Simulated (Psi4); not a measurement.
# X3LYP/cc-pVTZ run of GaH3 (SMILES [GaH3])

Aim: the energy difference between two shapes of GaH3 at X3LYP/cc-pVTZ, from 2 runs. The job is set up through a QCSchema input.

The results are computed with Psi4 1.11.

4 further runs of the same task are left out: 1 that didn't finish, 3 set aside as unsound or not needed.

**1. The system as given**

GaH3 has 4 atoms, charge 0, and is taken as a singlet. As SMILES, `[GaH3]`. Geometry: relaxed at PBE0-D4/def2-TZVP.

Bond lengths: Ga1–H2 1.568 Å, Ga1–H3 1.568 Å, Ga1–H4 1.568 Å. Angles: H2–Ga1–H3 120.0°, H2–Ga1–H4 120.0°, H3–Ga1–H4 120.0°.

**2. The charge distribution at X3LYP/cc-pVTZ**

The input, job.json:

```json
{
 "schema_name": "qcschema_input",
 "schema_version": 1,
 "molecule": {
  "schema_name": "qcschema_molecule",
  "schema_version": 2,
  "symbols": ["Ga", "H", "H", "H"],
  "geometry": [0.02532233, -0.02815692, -0.00869274, 2.366693, 0.64968784, 1.67750988, -1.04331779, -2.79263727, -0.01833034, -1.24419568, 2.05734483, -1.68884824],
  "molecular_charge": 0,
  "molecular_multiplicity": 1
 },
 "driver": "energy",
 "model": {
  "method": "x3lyp",
  "basis": "cc-pVTZ"
 },
 "keywords": {
  "reference": "rks",
  "scf_type": "pk",
  "scf_properties": ["LOWDIN_CHARGES", "DIPOLE"]
 }
}
```

Command:

```console
$ psi4 --qcschema job.json -n 1 --memory 1600MB
```

stdout:

```text
[...]
  Running in c1 symmetry.
[...]
  Nuclear repulsion =   31.962558418829840
[...]
  Multiplicity = 1
[...]
  Nalpha       = 17
  Nbeta        = 17
[...]
    Number of basis functions: 85
[...]
   @RKS iter   1: -1925.15797115241230   -2.03549e+00   2.50172e-02 DIIS/ADIIS
[...]
   @RKS iter   8: -1926.60985681056923   -2.19773e-08   3.75010e-07 DIIS
[...]
    Orbital Energies [Eh]
    ---------------------
    Doubly Occupied:
       1A   -372.714607     2A    -45.986624     3A    -40.731283
       4A    -40.726733     5A    -40.726732     6A     -5.524213
       7A     -3.809882     8A     -3.797077     9A     -3.797077
      10A     -0.854917    11A     -0.849066    12A     -0.849065
      13A     -0.842712    14A     -0.842711    15A     -0.462006
      16A     -0.310550    17A     -0.310542
[...]
  @RKS Final Energy: -1926.60985681056923
   => Energetics <=
    Nuclear Repulsion Energy =             31.9625584188298397
    One-Electron Energy =               -2748.8130470544706441
    Two-Electron Energy =                 850.0829955047031490
    DFT Exchange-Correlation Energy =     -59.8423636796314256
    Empirical Dispersion Energy =           0.0000000000000000
    VV10 Nonlocal Energy =                  0.0000000000000000
    Total Energy =                      -1926.6098568105692266
[...]
 Multipole Moments:
 ------------------------------------------------------------------------------------
     Multipole            Electronic (a.u.)      Nuclear  (a.u.)        Total (a.u.)
 ------------------------------------------------------------------------------------
 L = 1.  Multiply by 2.5417464519 to convert [e a0] to [Debye]
 Dipole X            :         -0.0024744            0.0016826           -0.0007918
 Dipole Y            :          0.0008327           -0.0005938            0.0002388
 Dipole Z            :          0.0027005           -0.0018805            0.0008200
 Magnitude           :                                                    0.0011646
[...]
```

The result, in JSON:

```text
{
 "driver": "energy",
 "model": {
  "method": "x3lyp",
  "basis": "cc-pVTZ"
 },
 "success": true,
 "return_result": -1926.6098568105692,
 "properties": {
  "calcinfo_nbasis": 85,
  "calcinfo_nmo": 85,
  "calcinfo_nalpha": 17,
  "calcinfo_nbeta": 17,
  "calcinfo_natom": 4,
  "nuclear_repulsion_energy": 31.96255841882984,
  "return_energy": -1926.6098568105692,
  "scf_one_electron_energy": -2748.8130470544706,
  "scf_two_electron_energy": 850.0829955047031,
  "scf_xc_energy": -59.842363679631426,
  "scf_dipole_moment": [-0.0007918201837948981, 0.00023884661764196624, 0.0008199808188047737],
  "scf_total_energy": -1926.6098568105692,
  "scf_iterations": 8
 }
}
```

Run time: 8.7 s. Hardware: 1 thread of AMD EPYC 9R45 (Zen 5), shared host; peak memory 1.3 GiB.

Atomic charges (e):

```csv
atom,Löwdin
Ga1,+0.457
H2,-0.152
H3,-0.152
H4,-0.152
```

**3. The distorted shape**

The input, input.json:

```json
{
  "schema_name": "qcschema_input",
  "schema_version": 1,
  "molecule": {
    "schema_name": "qcschema_molecule",
    "schema_version": 2,
    "symbols": ["Ga", "H", "H", "H"],
    "geometry": [-0.12022816, -0.14467365, 0.33464971, 2.52269745, 0.72532413, 1.78373139, -0.63647677, -2.90263633, 0.14247023, -1.40925948, 1.41872701, -1.77323774],
    "molecular_charge": 0,
    "molecular_multiplicity": 1
  },
  "driver": "energy",
  "model": {
    "method": "x3lyp",
    "basis": "cc-pVTZ"
  },
  "keywords": {
    "reference": "rks",
    "scf_type": "pk",
    "scf_properties": ["LOWDIN_CHARGES", "DIPOLE"]
  }
}
```

Command:

```console
$ psi4 --qcschema input.json -n 1 --memory 1600MB
```

stdout:

```text
[...]
  Running in c1 symmetry.
[...]
  Nuclear repulsion =   32.098926317212310
[...]
  Multiplicity = 1
[...]
  Nalpha       = 17
  Nbeta        = 17
[...]
    Number of basis functions: 85
[...]
   @RKS iter   1: -1925.14760018495326   -2.01823e+00   2.49822e-02 ADIIS/DIIS
[...]
   @RKS iter   8: -1926.60004328132391   -2.40834e-07   8.32223e-07 DIIS
[...]
    Orbital Energies [Eh]
    ---------------------
    Doubly Occupied:
       1A   -372.715345     2A    -45.987629     3A    -40.732177
       4A    -40.727784     5A    -40.727680     6A     -5.525479
       7A     -3.810878     8A     -3.798687     9A     -3.798148
      10A     -0.855929    11A     -0.851124    12A     -0.850364
      13A     -0.845100    14A     -0.842630    15A     -0.464059
      16A     -0.310173    17A     -0.306359
[...]
  @RKS Final Energy: -1926.60004328132391
   => Energetics <=
    Nuclear Repulsion Energy =             32.0989263172123103
    One-Electron Energy =               -2749.0381644025410424
    Two-Electron Energy =                 850.1831675352607363
    DFT Exchange-Correlation Energy =     -59.8439727312560166
    Empirical Dispersion Energy =           0.0000000000000000
    VV10 Nonlocal Energy =                  0.0000000000000000
    Total Energy =                      -1926.6000432813239058
[...]
 Multipole Moments:
 ------------------------------------------------------------------------------------
     Multipole            Electronic (a.u.)      Nuclear  (a.u.)        Total (a.u.)
 ------------------------------------------------------------------------------------
 L = 1.  Multiply by 2.5417464519 to convert [e a0] to [Debye]
 Dipole X            :         -0.6620212            0.4387132           -0.2233079
 Dipole Y            :          0.2229090           -0.1699891            0.0529199
 Dipole Z            :          0.6292110           -0.4456998            0.1835112
 Magnitude           :                                                    0.2938423
[...]
```

The result, in JSON:

```text
{
 "driver": "energy",
 "model": {
  "method": "x3lyp",
  "basis": "cc-pVTZ"
 },
 "success": true,
 "return_result": -1926.600043281324,
 "properties": {
  "calcinfo_nbasis": 85,
  "calcinfo_nmo": 85,
  "calcinfo_nalpha": 17,
  "calcinfo_nbeta": 17,
  "calcinfo_natom": 4,
  "nuclear_repulsion_energy": 32.09892631721231,
  "return_energy": -1926.600043281324,
  "scf_one_electron_energy": -2749.038164402541,
  "scf_two_electron_energy": 850.1831675352607,
  "scf_xc_energy": -59.84397273125602,
  "scf_dipole_moment": [-0.22330792228871832, 0.05291989125191299, 0.1835111752215436],
  "scf_total_energy": -1926.600043281324,
  "scf_iterations": 8
 }
}
```

Run time: 8.7 s. Hardware: 1 thread of AMD EPYC 9R45 (Zen 5), shared host; peak memory 1.3 GiB.

Atomic charges (e):

```csv
atom,Löwdin
Ga1,+0.464
H2,-0.120
H3,-0.187
H4,-0.157
```

**4. What came out**

At X3LYP/cc-pVTZ:

| quantity | value |
| --- | --- |
| first shape: total energy | -1926.60986 Eh |
| first shape: dipole moment | 0.00 D |
| first shape: HOMO energy | -8.45 eV |
| first shape: LUMO energy | -2.08 eV |
| first shape: HOMO–LUMO gap | 6.37 eV |
| distorted shape: total energy | -1926.60004 Eh |
| distorted shape: dipole moment | 0.75 D |
| distorted shape: HOMO energy | -8.34 eV |
| distorted shape: LUMO energy | -2.32 eV |
| distorted shape: HOMO–LUMO gap | 6.02 eV |
| energy change with the atoms displaced | 0.267 eV |

In words: With the atoms displaced the energy rises by 0.27 eV (25.8 kJ/mol). The first shape isn't relaxed at this level, so the change isn't measured from a minimum.
